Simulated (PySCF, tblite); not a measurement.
# C3H4ClO2Si radical: geometry, infrared bands and EPR parameters

What infrared bands and EPR parameters should C3H4ClO2Si radical (`ClC1=CO[SiH2]O[CH]1`) show?

Programs: tblite 0.8.0 and PySCF 2.14.0, with density-fitted response routines of our own. Each step states its level of theory. These are calculated values for one molecule in the gas phase, unless marked as measured. Atoms count from 0, in the outputs and in this text.

### 1 The starting structure

11 atoms, charge 0, multiplicity 2; geometry from: force field or distance geometry start.

Bonds of the start (Å): Cl0–C1 1.74, C1–C2 1.34, C2–O3 1.39, O3–Si4 1.67, Si4–O5 1.67, O5–C6 1.38, C6–C1 1.43, C2–H7 1.09, Si4–H8 1.48, Si4–H9 1.48, C6–H10 1.08.

### 2 Geometry optimisation with GFN2-xTB

Job settings and geometry (Å):

```
{"job": {"kind": "relax", "xc": "GFN2-xTB", "basis": "xTB"}, "charge": 0, "multiplicity": 2}
Cl     2.768700    -0.859000    -1.029600
C      1.212000    -0.349900    -0.452100
C      1.098600     0.812800     0.204000
O     -0.075700     1.349200     0.711700
Si    -1.495300     0.474800     0.568500
O     -1.179500    -0.944700    -0.256200
C      0.105800    -1.232500    -0.678000
H      1.922500     1.497100     0.388300
H     -2.475600     1.274300    -0.203500
H     -2.044300     0.165500     1.909600
H      0.168100    -2.185000    -1.188600
```

Started as:

```console
$ OMP_NUM_THREADS=1 python probes_run.py task.json out
```

The driver reads the jobs from task.json and runs them one after another.

What it wrote:

```text
step      E/eV     max force
  0    -623.42598    2.740
  1    -623.56837    1.061
  2    -623.61544    0.531
  3    -623.64073    0.268
  4    -623.64541    0.228
  5    -623.65159    0.203
  6    -623.65544    0.211
  7    -623.66180    0.212
  8    -623.66516    0.190
  9    -623.66716    0.121
 10    -623.66823    0.110
 11    -623.66903    0.098
 12    -623.66955    0.058
 13    -623.66983    0.049
 14    -623.66993    0.031
 15    -623.66998    0.025
 16    -623.67001    0.016
 17    -623.67003    0.011
 18    -623.67004    0.008
```

Run time: 0.14 s. Hardware: 1 thread of Arm Neoverse V1, shared host.

Step by step:

```csv
step,energy from step 0 (eV),largest force (eV/Å)
0,0.0000,2.7401
1,-0.1424,1.0615
2,-0.1895,0.5311
3,-0.2147,0.2678
4,-0.2194,0.2281
5,-0.2256,0.2026
6,-0.2295,0.2107
7,-0.2358,0.2117
8,-0.2392,0.1902
9,-0.2412,0.1215
10,-0.2423,0.1099
11,-0.2431,0.0984
12,-0.2436,0.0576
13,-0.2439,0.0492
14,-0.2440,0.0312
15,-0.2440,0.0249
16,-0.2440,0.0157
17,-0.2441,0.0112
18,-0.2441,0.0079
```

Distances of close pairs at the start and the end, largest changes first:

```csv
bond,before (Å),after (Å),change (Å)
C1–C6,1.433,1.378,-0.055
C2–O3,1.387,1.349,-0.039
C1–C2,1.340,1.378,+0.038
O5–C6,1.383,1.348,-0.035
Si4–H8,1.482,1.451,-0.031
Si4–H9,1.482,1.451,-0.030
O3–Si4,1.673,1.645,-0.029
Si4–O5,1.672,1.645,-0.027
```

The final coordinates are the input of the step that follows.

### 3 Infrared spectrum with GFN2-xTB

Job settings and geometry (Å):

```
{"job": {"kind": "ir", "xc": "GFN2-xTB", "basis": "xTB"}, "charge": 0, "multiplicity": 2}
Cl     2.706178    -0.858450    -1.019635
C      1.156202    -0.366120    -0.436673
C      1.068361     0.842316     0.218956
O     -0.099711     1.308068     0.706270
Si    -1.514118     0.480289     0.566931
O     -1.157634    -0.908176    -0.239351
C      0.088555    -1.208022    -0.658237
H      1.915656     1.487258     0.383028
H     -2.397545     1.262788    -0.277771
H     -1.938466     0.111955     1.905026
H      0.177946    -2.149237    -1.174507
```

What it wrote:

```text
mode    cm-1     km/mol
  1      73.4      3.81
  2     192.7      0.00
  3     237.3      7.02
  4     250.9      0.07
  5     311.4      2.42
  6     460.1      4.25
  7     460.7      7.42
  8     512.5      0.07
  9     513.5     37.23
 10     597.0     64.56
 11     620.7    107.66
 12     651.9      0.02
 13     686.7     55.29
 14     736.3     73.71
 15     757.8    118.56
 16     789.2    278.70
 17     911.9     13.54
 18    1087.1     81.52
 19    1117.1     80.87
 20    1227.4    160.93
 21    1233.7      8.04
 22    1436.3     37.50
 23    1456.4    135.55
 24    2362.5    335.38
 25    2384.6    132.36
 26    3097.5      0.76
 27    3103.4     19.83
```

Run time: 0.38 s. Hardware: 1 thread of Arm Neoverse V1, shared host.

Which atoms move in the most intense modes:

```csv
cm⁻¹,km/mol,atoms
621,107.7,"H10 28 %, H7 26 %, H8 11 %, H9 11 %"
758,118.6,"Si4 46 %, O5 21 %, O3 21 %"
789,278.7,"H9 46 %, H8 46 %"
1087,81.5,"C1 32 %, H10 15 %, H7 15 %, C2 11 %"
1227,160.9,"H10 28 %, H7 26 %, O5 17 %, O3 17 %"
1456,135.6,"C6 32 %, C2 31 %, C1 18 %"
2362,335.4,"H8 48 %, H9 47 %"
2385,132.4,"H9 50 %, H8 49 %"
```

### 4 g tensor and hyperfine couplings: B3LYP/pcH-1

Same as in step 3 but for these lines:

```diff
@@ -1,2 +1,2 @@
-{"job": {"kind": "ir", "xc": "GFN2-xTB", "basis": "xTB"}, "charge": 0, "multiplicity": 2}
+{"job": {"kind": "epr", "basis": "pcH-1"}, "charge": 0, "multiplicity": 2}
 Cl     2.706178    -0.858450    -1.019635
```

Level: UKS B3LYP, pcH-1 on C Cl H O Si, non-relativistic, mean-field spin-orbit, GIAO.

What it wrote:

```text
UKS, coarse grid
  cycle   1  E = -1016.75911168  |g| = 6.50e-01
  cycle   2  E = -1016.50304599  |g| = 1.06e+00
  cycle   3  E = -1016.88779487  |g| = 1.09e-01
  cycle   4  E = -1016.89241155  |g| = 4.69e-02
  cycle   5  E = -1016.89343515  |g| = 1.40e-02
  cycle   6  E = -1016.89354679  |g| = 4.95e-03
  cycle   7  E = -1016.89357167  |g| = 1.52e-03
  cycle   8  E = -1016.89357747  |g| = 4.57e-04
UKS, final grid
  cycle   1  E = -1016.89357194  |g| = 4.60e-04
  cycle   2  E = -1016.89357190  |g| = 5.84e-04
  cycle   3  E = -1016.89357203  |g| = 1.12e-04
  cycle   4  E = -1016.89357204  |g| = 3.14e-05
  cycle   5  E = -1016.89357204  |g| = 2.07e-05
E = -1016.89357204 Eh   <S^2> = 0.7746 (exact 0.7500)
g shifts (ppm)      1          2          3
  rmc          -195       -195       -195
  gc            -13         42         36
  oz_so         115       1062       1304
  total         -93        909       1146
hyperfine (MHz)  atom isotope    a_iso     a_fc   dipolar eigenvalues
    0  35Cl      -1.53      -1.60     -5.70      1.21      4.49
    1   13C     -54.02     -53.94    -29.40     12.26     17.14
    2   13C      54.72      54.75    -51.08    -48.62     99.70
    3   17O     -10.12     -10.16    -36.45     17.54     18.92
    4  29Si       2.06       2.07     -0.45      0.18      0.27
    5   17O     -10.12     -10.16    -36.46     17.54     18.92
    6   13C      54.69      54.72    -51.07    -48.61     99.69
    7    1H     -43.34     -43.36    -23.87     -0.59     24.46
    8    1H      -2.53      -2.53     -2.44     -0.84      3.28
    9    1H      -2.53      -2.54     -2.45     -0.84      3.29
   10    1H     -43.33     -43.35    -23.88     -0.58     24.47
```

Wall time 67 s (1 thread of Arm Neoverse V1, shared host); peak memory 0.9 GiB.

Principal g values 2.00223, 2.00323, 2.00347; g(iso) = 2.00297, against 2.00232 for a free electron.

Hyperfine couplings; where a row names several nuclei, a(iso) is their mean (it holds for fast rotation or exchange) and the dipolar term the largest among them:

```csv
nuclei,isotope,a(iso) (MHz),"a(iso) (G, at g = 2.0023)",largest dipolar term (MHz)
"C2, C6",13C,54.7,19.5,99.7
C1,13C,-54.0,-19.3,-29.4
"H7, H10",1H,-43.3,-15.5,24.5
"O3, O5",17O,-10.1,-3.6,-36.5
"H8, H9",1H,-2.5,-0.9,3.3
Si4,29Si,2.1,0.7,-0.5
Cl0,35Cl,-1.5,-0.5,-5.7
```

Mulliken spin populations:

```csv
atom,value (e)
Cl0,-0.01
C1,-0.22
C2,0.58
O3,0.07
Si4,0.00
O5,0.07
C6,0.58
H7,-0.03
H8,0.00
H9,0.00
H10,-0.03
```

In first order the couplings over 0.8 MHz of 1H, 35Cl give 36 distinct lines over 34.4 G, if the averaged nuclei exchange fast; the same motion can average rows kept apart here too.

Orbitals, density, ELF and potential are computed afterwards from the orbital file.

ELF in a plane through or near 9 of the atoms.

Ten even steps from '0' (0.00) to '9' (1.00):
```
0000000000000000000000000000
0000000000000000000000000000
0000000000000000000000000000
0000000004883000000000000000
0000000039998003431000000000
0000000019999227762000000000
0001244104996477873000000000
0002578610439475673000000000
0003688842784467851121000000
0014645276226103167132000000
0014655376236103167132000000
0003689842784467851121000000
0002578610428473673000000000
0001244104995476873000000000
0000000029999227762000000000
0000000039998003431000000000
0000000004883000000000000000
0000000000000000000000000000
0000000000000000000000000000
0000000000000000000000000000
```
The map spans 11.2 Å across and 9.5 Å up, centred on the molecule. Atoms in the plane (x, y in Å): Cl0 (-3.0, 0.0), C1 (-1.3, 0.0), C2 (-0.6, 1.2), O3 (0.7, 1.3), Si4 (1.7, 0.0), O5 (0.7, -1.3), C6 (-0.6, -1.2), H7 (-1.2, 2.2), H10 (-1.2, -2.2).

log10 of the density (e/Å³) in the same plane.

Ten even steps from '0' (-4.0) to '9' (2.1):
```
0000000000000000000000000000
0000000000000000000000000000
0000000011222110000000000000
0000000123333222211000000000
0000011234555444433200000000
0001222335666555554311000000
0022344445667677765332110000
0123455545669779765433211000
0234566655677667765544321000
1235569866876555689654321000
0235569866776555689654321000
0234566655677667765544321000
0123455545668779765433211000
0012344445667677765332110000
0001122335666555554311000000
0000011234555444433200000000
0000000123333222211000000000
0000000011222110000000000000
0000000000000000000000000000
0000000000000000000000000000
```
The map spans 11.2 Å across and 9.5 Å up, centred on the molecule. Atoms in the plane (x, y in Å): Cl0 (-3.0, 0.0), C1 (-1.3, 0.0), C2 (-0.6, 1.2), O3 (0.7, 1.3), Si4 (1.7, 0.0), O5 (0.7, -1.3), C6 (-0.6, -1.2), H7 (-1.2, 2.2), H10 (-1.2, -2.2).

On the surface of density 0.002 e/bohr³ the electrostatic potential runs, from the 1st to the 99th percentile, from -0.73 V near O5 to 1.94 V near Si4.

The spin density lies nearest to C2, C6 about 31 % each; C1 10 % (beta excess); O3, O5 about 8 % each.

### 5 Summary of results

| quantity | value |
| --- | --- |
| strongest single infrared mode (GFN2-xTB) | 2362 cm⁻¹, 335 km/mol |
| zero-point energy (GFN2-xTB) | 39.0 kcal/mol |
| g(iso) (B3LYP) | 2.00297 |
| ⟨S²⟩ | 0.775 (exact 0.75) |
| largest a(iso) (averaged by class) | 13C on C2, C6, 54.7 MHz |
| potential on the surface of density 0.002 e/bohr³, 1st and 99th percentile | -0.73 V and 1.94 V |

What this shows: The optimisation took 18 steps and gained 0.244 eV; among the close pairs (by a distance rule), C1–C6 changed most, from 1.433 to 1.378 Å. All 27 modes are real, so the xTB geometry is a minimum. The strongest single mode, at 2362 cm⁻¹, moves mainly H8 and H9. Unscaled tight-binding wavenumbers are off by several per cent, some by more. Its intensities can rank the bands wrongly. The largest spin populations lie on C2 (0.58 e), C6 (0.58 e). The isotropic g lies 0.7 ppt above the free-electron value. The conformer search found further structures of the same energy, which may be mirror or relabelled copies of this one.
